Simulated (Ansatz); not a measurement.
**CH3Al2N (SMILES [AlH2][Al]1[CH]=[N]1): one structure at several levels**

One table from this session's results is given with a row withheld; the runs are named, their logs left out.

Program: Ansatz 0.2.0, Gaussian basis. Level of theory: single points in def2-TZVPP. These are calculated values, not measurements.

Correlated methods freeze the cores.

### Where the work starts

SMILES `[AlH2][Al]1[CH]=[N]1`, 7 atoms, charge 0, spin multiplicity 1.

Atoms are counted from 1 here; the program's logs count them from 0.

Bond lengths: Al1–Al2 2.481 Å, Al1–H5 1.569 Å, Al1–H6 1.585 Å, Al2–C3 1.962 Å, Al2–N4 1.837 Å, C3–N4 1.287 Å, C3–H7 1.081 Å. Angles: Al2–Al1–H5 130.2°, Al2–Al1–H6 119.6°, H5–Al1–H6 110.2°, Al1–Al2–C3 151.6°, Al1–Al2–N4 168.9°, C3–Al2–N4 39.4°, Al2–C3–N4 65.1°, Al2–C3–H7 174.7°, N4–C3–H7 120.2°, Al2–N4–C3 75.5°.

Geometry (Å):

```xyz
7

Al   -1.4692    1.3236   -0.5753
Al    0.3449   -0.0700    0.3852
C     1.5327   -1.6302    0.3359
N     1.6621   -0.8825    1.3751
H    -2.2319    1.1937   -1.9407
H    -2.0071    2.5751    0.2347
H     2.1487   -2.5106    0.2188
```

Set-up of the first run:

The input, run/in.yaml:

```yaml
crystal:
  periodic: [false, false, false]
  atoms:
    - {symbol: Al, position_ang: [-1.469200, 1.323600, -0.575300]}
    - {symbol: Al, position_ang: [0.344900, -0.070000, 0.385200]}
    - {symbol: C, position_ang: [1.532700, -1.630200, 0.335900]}
    - {symbol: N, position_ang: [1.662100, -0.882500, 1.375100]}
    - {symbol: H, position_ang: [-2.231900, 1.193700, -1.940700]}
    - {symbol: H, position_ang: [-2.007100, 2.575100, 0.234700]}
    - {symbol: H, position_ang: [2.148700, -2.510600, 0.218800]}
basis:
  gaussian: {orbitals: def2-TZVPP}
correlation: {method: ccsd_t}
output: {forces: true}
```

No record of the launch command was kept for these runs.

Steps of the session up to this table: CCSD(T)/def2-TZVPP; PBE0-D4/def2-TZVPP; wB97M-V/def2-TZVPP; r2SCAN-D4/def2-TZVPP; PBE-D4/def2-TZVPP; B97M-V/def2-TZVPP; CAM-B3LYP-D4/def2-TZVPP.

One table of the session follows, with a row left open; its other results are not shown here.

```
      method  RMS force component (eV/Å)  angle to CCSD(T) forces (°)  dipole (D)
     CCSD(T)                       0.723                    reference        2.41
     PBE0-D4                       0.727                         27.3        2.53
     wB97M-V                       0.729                         22.6        2.90
   r2SCAN-D4                       0.681                         23.3        2.16
      PBE-D4                       0.662                         16.8        2.07
      B97M-V                       0.688                         28.7        1.99
CAM-B3LYP-D4                           ?                            ?           ?
```

Estimate the missing values for CAM-B3LYP-D4.

As computed: RMS force component (eV/Å): 0.774; angle to CCSD(T) forces (°): 30.0; dipole (D): 2.92. In the column «RMS force component (eV/Å)» it is the highest.
